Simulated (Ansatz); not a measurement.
The same calculation of TlPd3, space group P4/mmm as a Python script and as an input file (Ansatz's Python interface).

`scf_tlpd3.py`:
```python
"""SCF run for TlPd3."""

from pathlib import Path
import sys

import ansatz as az
from ase import Atoms
import numpy as np

atoms = Atoms(
    ["Tl", "Pd", "Pd", "Pd"],
    scaled_positions=[
        (0.0, 0.0, 0.0),
        (0.5, 0.5, 0.0),
        (0.5, 0.0, 0.5),
        (0.0, 0.5, 0.5),
    ],
    cell=[
        (4.04772, 0.0, 0.0),
        (0.0, 4.04772, 0.0),
        (0.0, 0.0, 4.0654),
    ],
    pbc=True,
)
system = az.Crystal.from_ase(atoms)

# settings of the run
model = (
    system.calculation()
    .functional("PBEsol")
    .pseudopotentials("paw")
    .occupations("fermi_dirac", width=0.1)
    .kpoints(6)
    .potential()
    .band_table()
    .density()
    .populations()
)
try:
    res = model.run()
except az.NonConvergedError as error:
    sys.exit(f"no convergence: {error}")
except az.RefusalError as error:
    sys.exit(f"input refused: {error}")
rep = res.report

energy = rep["free_energy_ev"]
print("TlPd3: {:.6f} eV = {:.6f} Ry = {:.6f} Ha".format(energy, energy / 13.605693, energy / 27.211386))
print("Fermi level {:.4f} eV, {} k-points, {} symmetry operations".format(rep["fermi_energy_ev"], rep["n_kpoints"], rep["n_symmetry_ops"]))

print("doubts on the final state:", rep["published_state_doubts"] or "none")
print("warnings:", sorted({n["data"]["kind"] for n in res.notices if n["data"].get("severity") in ("warning", "doubt")}) or "none")

v = res.potential()
line = v.v_es_ev.mean(axis=(0, 1))
print("planar mean of the electrostatic potential along the third grid axis (eV):")
print(np.round(line[:: max(len(line) // 12, 1)], 3))

edges = rep.get("band_edges_ev")
if edges:
    print(f"band edges on the mesh: {edges[0]:.3f} and {edges[1]:.3f} eV, gap {edges[1] - edges[0]:.3f} eV")
else:
    print("no band edges reported; Fermi level", round(rep["fermi_energy_ev"], 3), "eV")

rho = res.density()
total = sum(ch.density_e_per_ang3 for ch in rho.channels[:2]) if len(rho.channels) < 3 else rho.channels[0].density_e_per_ang3
print("grid", rho.dims, "electrons", round(float(total.mean() * rho.cell_volume_ang3), 4))
print(f"density range {total.min():.4f} to {total.max():.4f} e/A^3")
print(np.array2string(total[:: max(rho.dims[0] // 8, 1), :: max(rho.dims[1] // 8, 1), 0], precision=3, suppress_small=True))

files = Path(res.write_results("tables"))
print((files / "populations.tsv").read_text())
```

```console
$ python scf_tlpd3.py
DeckWarning: basis.ecutwfc = 420 eV, auto-derived from the records' recommended cutoffs: set by Tl (normal level)
TlPd3: -32016.477741 eV = -2353.167732 Ry = -1176.583866 Ha
Fermi level 17.4768 eV, 40 k-points, 16 symmetry operations
doubts on the final state: none
warnings: none
planar mean of the electrostatic potential along the third grid axis (eV):
[ 2.83   4.612  9.163 14.549 16.556 13.378  8.251  4.208  4.208  8.251
 13.378 16.556 14.549  9.163  4.612]
no band edges reported; Fermi level 17.477 eV
grid (30, 30, 30) electrons 67.0
density range 0.1027 to 13.8583 e/A^3
[[ 9.261  5.208  1.398  0.309  0.131  0.106  0.131  0.309  1.398  5.208]
 [ 5.208  3.259  0.965  0.269  0.146  0.128  0.146  0.269  0.965  3.259]
 [ 1.398  0.965  0.423  0.244  0.253  0.287  0.253  0.244  0.423  0.965]
 [ 0.309  0.269  0.244  0.402  1.074  1.871  1.074  0.402  0.244  0.269]
 [ 0.131  0.146  0.253  1.074  6.461 10.48   6.461  1.074  0.253  0.146]
 [ 0.106  0.128  0.287  1.871 10.48  13.858 10.48   1.871  0.287  0.128]
 [ 0.131  0.146  0.253  1.074  6.461 10.48   6.461  1.074  0.253  0.146]
 [ 0.309  0.269  0.244  0.402  1.074  1.871  1.074  0.402  0.244  0.269]
 [ 1.398  0.965  0.423  0.244  0.253  0.287  0.253  0.244  0.423  0.965]
 [ 5.208  3.259  0.965  0.269  0.146  0.128  0.146  0.269  0.965  3.259]]
# site	symbol	l	j	q
# orbitals = lowdin
# n_electrons = 67.000000
# spilling = 0.007435
0	Tl	0_6S	-	1.560919
0	Tl	1_6P	-	2.836487
0	Tl	2_5D	-	9.984186
1	Pd	0_4S	-	1.992391
1	Pd	1_4P	-	5.993446
1	Pd	2_4D	-	9.387962
2	Pd	0_4S	-	1.992515
2	Pd	1_4P	-	5.993540
2	Pd	2_4D	-	9.387183
3	Pd	0_4S	-	1.992515
3	Pd	1_4P	-	5.993540
3	Pd	2_4D	-	9.387183
```
(Warnings from the package without file and line.)

`input.yaml`:
```yaml
crystal:
  lattice:
    - [4.04772, 0.0, 0.0]
    - [0.0, 4.04772, 0.0]
    - [0.0, 0.0, 4.0654]
  atoms:
    - { symbol: Tl, position: [0.0, 0.0, 0.0] }
    - { symbol: Pd, position: [0.5, 0.5, 0.0] }
    - { symbol: Pd, position: [0.5, 0.0, 0.5] }
    - { symbol: Pd, position: [0.0, 0.5, 0.5] }
kpoints:
  mp_grid: { grid: [6, 6, 6] }
hamiltonian:
  xc: pbesol
  pseudopotentials: { kind: paw }
scf:
  occupations: { method: fermi_dirac, width: 0.1 }
output:
  write_density: true
  write_potential: true
  populations: true
  eigenvalues: true
```

On the command line:
```console
$ ansatz run input.yaml --threads 1 --pin off --max-ram 3072MiB --backend cpu --events-out ev --progress --plain --runs-dir out
Engine: ansatz 0.2.0, x86_64-unknown-linux-gnu
Pseudopotentials: kind: paw
Pseudopotential: Tl, paw, valence charge 13, recommended cutoff 420 eV (normal), Tl.paw.azcp
Pseudopotential: Pd, paw, valence charge 18, recommended cutoff 420 eV (normal), Pd.paw.azcp
Functional definition: PBEsol
  exchange = pbesol_x
  correlation = pbesol_c
Crystal: 4 atoms, lattice volume = 66.608 Å³
Basis set: ecut = 420 eV, 1325 PW (Γ)
Bands: 41, of which v1, the nominal top of the filled ones, is band 34 counted from 1 (33 counted from 0)
Symmetry: 16 space group operations
Space group: P4/mmm (ITA 123), of the structure as read, at distance tolerance 4.1e-5 Å
k-points: 40 of 216
Non-local potential: Tl, projectors of the file, l = 0: 2, l = 1: 2, l = 2: 2, l = 3: 1
Non-local potential: Pd, projectors of the file, l = 0: 2, l = 1: 2, l = 2: 2, l = 3: 1
PAW form: soft (Blöchl's): semilocal exchange-correlation on the pseudo side does not see the compensation charge
PAW frozen core: Tl, regenerated for the run's functional, and the local potential with it (the file was generated under x = pbe(κ = 0.804, μ = 0.2195149727645171), c = pbe(β = 0.06672455060314922))
PAW frozen core: Pd, regenerated for the run's functional, and the local potential with it (the file was generated under x = pbe(κ = 0.804, μ = 0.2195149727645171), c = pbe(β = 0.06672455060314922))
PAW one-centre angular grid: Tl, 590 points (default); XC on 64 Gauss nodes
PAW one-centre angular grid: Pd, 590 points (default); XC on 64 Gauss nodes
Initial density: superposition of atomic densities (neutral atoms: chi_scale 0, normalization atom), corrected by the library's trained network
Initial wavefunctions: pseudopotential atomic-orbital guess
Functional: x = pbesol(κ = 0.804, μ = 0.12345679012345678), c = pbesol(β = 0.046)
SCF iter   1: F=—  HF=-32016.497680 eV  |F-HF|=—  |Δ(HF+E_count)|=         —  Δρ=1.13e-2  dr2=9.05e-2  ethr=1.77e-3  ⟨swp⟩=6.0  Hψ=6251  notcnv=0  defer=5
preconditioner: auto → Kerker (q_TF=auto, 2.731 Å⁻¹)  [metal: Δε(μ)=0.074 eV  Ē_g=10.669 eV  σ=0.100 eV  W_gap=0.18  n_scr=26 (ndim 8)  ℏωp=29.8 eV  f_vac=0.000  D(μ)=3.35/eV (n_scr^D=26)]
SCF iter   2: F=—  HF=-32016.481585 eV  |F-HF|=—  |Δ(HF+E_count)|=   1.61e-2  Δρ=4.58e-3  dr2=1.63e-2  ethr=1.35e-4  ⟨swp⟩=1.0  Hψ=1960  notcnv=0  defer=7
SCF iter   3: F=—  HF=-32016.477943 eV  |F-HF|=—  |Δ(HF+E_count)|=   3.64e-3  Δρ=9.60e-4  dr2=8.67e-4  ethr=2.43e-5  ⟨swp⟩=2.2  Hψ=2049  notcnv=0  defer=8
SCF iter   4: F=—  HF=-32016.477759 eV  |F-HF|=—  |Δ(HF+E_count)|=   1.84e-4  Δρ=2.45e-4  dr2=6.26e-5  ethr=1.29e-6  ⟨swp⟩=2.0  Hψ=1906  notcnv=0  defer=8
SCF iter   5: F=—  HF=-32016.477742 eV  |F-HF|=—  |Δ(HF+E_count)|=   1.66e-5  Δρ=6.38e-5  dr2=5.08e-6  ethr=9.34e-8  ⟨swp⟩=2.1  Hψ=2129  notcnv=0  defer=8
SCF iter   6: F=—  HF=-32016.477741 eV  |F-HF|=—  |Δ(HF+E_count)|=   1.38e-6  Δρ=1.82e-5  dr2=2.44e-7  ethr=7.58e-9  ⟨swp⟩=2.0  Hψ=2264  notcnv=0  defer=8
SCF iter   7: F=-32016.477741 eV  HF=-32016.477741 eV  |F-HF|=1.52e-8  |Δ(HF+E_count)|=   4.56e-8  Δρ=5.85e-6  dr2=2.50e-8  ethr=1.49e-10  ⟨swp⟩=5.9  Hψ=4276  notcnv=0
SCF 1 converged in 7 iterations: F = -32016.477741 eV  dr2 = 2.50e-8
  greatest PAW one-centre occupation: 0.999 electrons in one spin orbital (limit 2), on the Pd atom at site 1 (counted from 0), in its partial waves of l = 0
SCF converged after 7 iterations
Free energy (F): -32016.477741 eV
Harris-Foulkes:  -32016.477741 eV  (|F-HF|=1.52e-8)
Internal energy: -32016.370858 eV  (E = F + TS)
E sigma→0 (E₀):  -32016.424299 eV
Entropy (-TS):   -0.106883 eV (-26.721 meV/atom)
Fermi energy:    17.476830 eV
--- Per-component energies (eV) ---
  E_band       = -418.300762
  E_kinetic    = 1880.726667
  E_local      = -6477.046536  (includes V_loc(G=0)·N_el)
  E_nonlocal   = 979.310847
  E_hartree    = 2623.072827
  E_xc         = -730.170086
  E_vxc        = -774.056694  (∫ρ·V_xc dr)
  E_paw        = -21079.174213  (= ΣΔE_a)
  E_vpaw       = -1273.369596  (= ΣTr[D̂ρ^β])
  E_aug_tail   = 0.000556  (compensation charges beyond the density's cutoff)
  E_ewald      = -9214.036757
  E_core_change = 0.945837  (= ΣΔE_core)
  E_smearing   = -0.106883  (= −TS)
  E_closure    = -0.000000  (closes the sum)
  Σ components = -32016.477741   (vs F -32016.477741, Δ=0.00e0)
--- Band table (eV; the first three rows and the last of 40) ---
  k-point 0: bands = ["-66.2447", "-66.2150", "-66.2100", "-32.0861", "-32.0861", "-32.0837", "-32.0048", "-32.0048", "-31.9991", "-31.8839", "-31.8806", "-31.8806", "6.1507", "6.1544", "6.2817", "6.2867", "6.2867", "8.1689", "12.6502", "13.8077", "13.8133", "13.8133", "14.1268", "14.1392", "16.0043", "16.0151", "16.0151", "16.7627", "16.7875", "17.2270", "17.5996", "17.5996", "17.6237", "18.6498", "18.7217", "18.7217", "22.0940", "25.6465", "25.7185", "27.6053", "27.6454"]
  k-point 1: bands = ["-66.2427", "-66.2170", "-66.2100", "-32.0795", "-32.0795", "-32.0735", "-32.0072", "-32.0072", "-31.9996", "-31.8953", "-31.8850", "-31.8850", "6.1751", "6.2135", "6.2888", "6.3088", "6.3088", "8.4442", "12.8145", "13.8226", "13.8843", "13.8843", "13.9221", "14.2938", "15.6730", "15.6730", "15.9455", "16.4815", "16.7593", "17.0227", "17.0227", "17.0570", "17.4001", "17.6242", "19.7996", "19.7996", "22.6919", "25.7279", "26.5232", "27.3250", "27.3250"]
  k-point 2: bands = ["-66.2374", "-66.2223", "-66.2099", "-32.0632", "-32.0632", "-32.0477", "-32.0147", "-32.0147", "-32.0005", "-31.9235", "-31.8941", "-31.8941", "6.2241", "6.3033", "6.3293", "6.3541", "6.3541", "9.2118", "12.8689", "13.4200", "13.8548", "14.0048", "14.0048", "14.7095", "15.2544", "15.2544", "15.6636", "15.8265", "16.3257", "16.3257", "16.3480", "16.4741", "16.8316", "17.6251", "21.6023", "21.6023", "22.5614", "25.8075", "25.8856", "25.8856", "26.7655"]
  k-point 39: bands = ["-66.2282", "-66.2206", "-66.2206", "-32.0960", "-32.0960", "-32.0944", "-32.0918", "-31.9413", "-31.9413", "-31.9363", "-31.8656", "-31.8593", "6.1876", "6.1934", "6.1934", "6.5136", "6.5187", "10.1203", "13.6604", "13.6705", "13.6705", "14.8259", "14.8259", "14.8461", "16.1117", "16.1117", "16.1162", "16.2739", "16.2920", "16.3646", "16.3646", "16.3808", "17.2984", "17.3109", "17.3109", "18.3164", "18.9181", "22.7550", "22.7718", "22.7718", "31.8952"]
--- Löwdin populations: 4 sites ---
  site symbol       q [e]
     0     Tl     14.3816
     1     Pd     17.3738
     2     Pd     17.3732
     3     Pd     17.3732
  spilling = 0.007435 (of n_electrons = 67.000000)
```

What to keep in mind:
- Total energies depend on the potentials; only differences at equal settings carry meaning. A total without «per atom» is that of the cell as typed.
- No spin polarisation was allowed.
- For a metal this k-point mesh is coarse: on a finer one energies can move by several to tens of meV an atom and pressures by half a GPa or more, differences at one mesh by less.
- Only differences from the Fermi energy are physical; the zero of the scale is a convention.
- Within a few hundredths of an angstrom the cell has the higher group Pm-3m; the lower one is a small distortion.
- The fields are valence quantities on the plane-wave grid; their values near the nuclei depend on the potentials.
- The structure comes from a database of computed cells and needn't be a stable or known phase.
- Gaps and levels are Kohn-Sham values on a finite set of k-points, without spin-orbit coupling.

(Lines on the test bed's own set-up are left out of the output.)
